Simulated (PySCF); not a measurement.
# C2H3Cl3OSi: the cost of one run

Programs: PySCF 2.14.0, with density-fitted response routines of our own. Each step states its level of theory. These are calculated values for one molecule in the gas phase, unless marked as measured. Atoms are numbered from 0 throughout.

### 1 The molecule as given

10 atoms, charge 0, multiplicity 1; geometry from: GFN2-xTB. The atoms were then displaced at random by about 0.01 Å, so the start is not that level's minimum.

Bonds of the start (Å): O0–C1 1.17, C1–Si2 1.92, Si2–C3 1.99, C3–Cl4 1.77, C3–Cl5 1.78, C3–Cl6 1.75, C1–H7 1.11, Si2–H8 1.43, Si2–H9 1.47.

### 2 Relaxing the molecule at PBE0-D3(BJ)/def2-SVP

Job settings and geometry (Å):

```
{"job": {"xc": "PBE0", "basis": "def2-SVP", "d3": "d3bj", "grid": 1, "shake": 0.01, "kind": "geom"}, "charge": 0, "multiplicity": 1}
O     -2.821910    -0.403840     0.129340
C     -1.666810    -0.571140     0.230970
Si    -0.375970     0.791170    -0.183890
C      1.385350    -0.118180    -0.055440
Cl     1.582340    -0.736000     1.591180
Cl     1.360480    -1.495940    -1.176540
Cl     2.708670     0.953000    -0.458110
H     -1.276830    -1.547630     0.578310
H     -0.491970     1.271040    -1.527950
H     -0.352920     1.836600     0.851080
```

Command:

```
OMP_NUM_THREADS=1 python probes_run.py task.json out
```

One launch serves the whole session: the jobs run in the order shown.

**Question.** How long does this first job take on 1 thread of Arm Neoverse N1, shared host, and how much memory does it need?

About 95 s, with a peak of 0.55 GiB.
